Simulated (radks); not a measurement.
# S⁺ in [Ne] 3s2 3p3: an all-electron calculation

One table from this session's results is given with a row withheld; the runs are named, their logs left out.

Method: scalar-relativistic Kohn-Sham, PBE, spin-polarised, spherical densities, finite nucleus; open shells are filled with parallel spins first. Code: radks (a radial shooting solver on a logarithmic mesh, Libxc functionals) version 1.

**The system**

- element: sulfur (Z = 16)
- charge: +1
- electrons: 15
- configuration: [Ne] 3s2 3p3
- nuclear rms radius: 3.2611 fm

Outer shells as boxes (Hund's rule):

S⁺
```
[Ne] core
3s [↑↓]
3p [↑ ][↑ ][↑ ]
```

Set-up of the first run:

The run's settings:

```text
Z 16
configuration [Ne] 3s2 3p3 4s0 3d0
relativity scalar-relativistic
functional pbe,pbe
spin polarised
nucleus finite rms 3.2611 fm
c 137.035999084
```

Launch:

```console
$ python run_ks.py task.json out
```

All runs below come from this command, one after another.

One table of the session follows, with a row left open; its other results are not shown here.

It belongs to the step «Shells». From the orbitals of this run (lengths in bohr):

```
  level      <r>  outermost maximum (interpolated)  90 % within  nodes
  1s up        ?                                 ?            ?      ?
1s down  0.09687                            0.0633        0.173      0
  2s up   0.4789                             0.388        0.751      1
2s down   0.4788                             0.388        0.750      1
  2p up   0.4424                             0.326        0.737      0
2p down   0.4423                             0.326        0.737      0
  3s up    1.631                              1.39         2.45      2
3s down    1.643                              1.38         2.49      2
  3p up    1.873                              1.55         2.88      1
3p down    1.934                              1.55         3.03      1
  3d up    3.194                              2.27         5.33      0
```

Q: Estimate the row for 1s up from the others.

The run gave: <r>: 0.09688; outermost maximum (interpolated): 0.0633; 90 % within: 0.173; nodes: 0. In the column «<r>» it lies between 1s down (0.09687) and 2p down (0.4423).

Limits of these values: Open shells are spherical and high-spin; term and fine-structure splittings are not resolved.
